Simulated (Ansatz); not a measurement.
**C5H6AuNS: basis-set convergence**

One table from this session's results is given with a row withheld; the runs are named, their logs left out.

The runs use Ansatz 0.2.0, Gaussian basis; one geometry, several basis sets.

Plan: PBE0-D4/def2-SVP; ωB97M-V/def2-SVP; PBE0-D4/def2-QZVPP; ωB97M-V/def2-QZVPP; the functionals' def2-TZVPP values are taken from earlier runs.

3 further runs of the same task are left out: 3 that didn't finish.

**Structure used throughout**

All runs share one geometry, relaxed beforehand with PBE0-D4 in a triple-zeta def2 set. Au takes the def2 core potential; no spin-orbit term is included.

14 atoms, charge 0, spin multiplicity 1.

Atoms are counted from 1 here; the program's logs count them from 0.

Bond lengths: S1–Au2 2.249 Å, S1–H9 1.345 Å, Au2–N3 2.080 Å, N3–C4 1.338 Å, N3–C8 1.338 Å, C4–C5 1.381 Å, C4–H10 1.082 Å, C5–C6 1.385 Å, C5–H11 1.082 Å, C6–C7 1.385 Å, C6–H12 1.083 Å, C7–C8 1.381 Å, C7–H13 1.082 Å, C8–H14 1.082 Å. Angles: Au2–S1–H9 96.8°, S1–Au2–N3 178.3°, Au2–N3–C4 120.6°, Au2–N3–C8 120.9°, C4–N3–C8 118.5°, N3–C4–C5 122.4°, N3–C4–H10 116.1°, C5–C4–H10 121.5°, C4–C5–C6 119.0°, C4–C5–H11 119.5°, C6–C5–H11 121.5°, C5–C6–C7 118.6°, C5–C6–H12 120.7°, C7–C6–H12 120.7°, C6–C7–C8 119.0°, C6–C7–H13 121.5°, C8–C7–H13 119.5°, N3–C8–C7 122.4° and more.

Set-up of the first run:

in.yaml reads:

```yaml
crystal:
  periodic: [false, false, false]
  atoms:
    - {symbol: S, position_ang: [-2.697241, -3.578361, -1.708045]}
    - {symbol: Au, position_ang: [-1.429366, -1.900905, -0.909984]}
    - {symbol: N, position_ang: [-0.228271, -0.346418, -0.225669]}
    - {symbol: C, position_ang: [0.693464, 0.204513, -1.023818]}
    - {symbol: C, position_ang: [1.509044, 1.238703, -0.608702]}
    - {symbol: C, position_ang: [1.371984, 1.727324, 0.679773]}
    - {symbol: C, position_ang: [0.418162, 1.157009, 1.506092]}
    - {symbol: C, position_ang: [-0.360137, 0.125517, 1.019135]}
    - {symbol: H, position_ang: [-3.435177, -3.760873, -0.598363]}
    - {symbol: H, position_ang: [0.766842, -0.207036, -2.022112]}
    - {symbol: H, position_ang: [2.239062, 1.649072, -1.294313]}
    - {symbol: H, position_ang: [1.997422, 2.538102, 1.033702]}
    - {symbol: H, position_ang: [0.270976, 1.501783, 2.521406]}
    - {symbol: H, position_ang: [-1.116784, -0.348430, 1.630909]}
basis:
  gaussian: {orbitals: def2-SVP}
hamiltonian: {xc: pbe0, dispersion: d4}
output: {orbitals: {seedname: orbitals}}
```

Among the steps run: PBE0-D4 in def2-SVP; ωB97M-V in def2-SVP; PBE0-D4 in def2-QZVPP; ωB97M-V in def2-QZVPP.

One of the session's tables, all rows but one given; the rest of the session is left out.

It belongs to the step «Functionals by basis». 

```
functional       basis  HOMO (eV)  LUMO (eV)
   PBE0-D4    def2-SVP          ?          ?
   PBE0-D4  def2-TZVPP      -5.56      -2.12
   PBE0-D4  def2-QZVPP      -5.60      -2.15
   ωB97M-V    def2-SVP      -7.45       0.03
   ωB97M-V  def2-TZVPP      -7.63      -0.11
   ωB97M-V  def2-QZVPP      -7.68      -0.16
```

Q: Estimate the row for PBE0-D4, def2-SVP from the others.

**Answer.** HOMO (eV): -5.42; LUMO (eV): -2.04. In the column «HOMO (eV)» it is the highest.
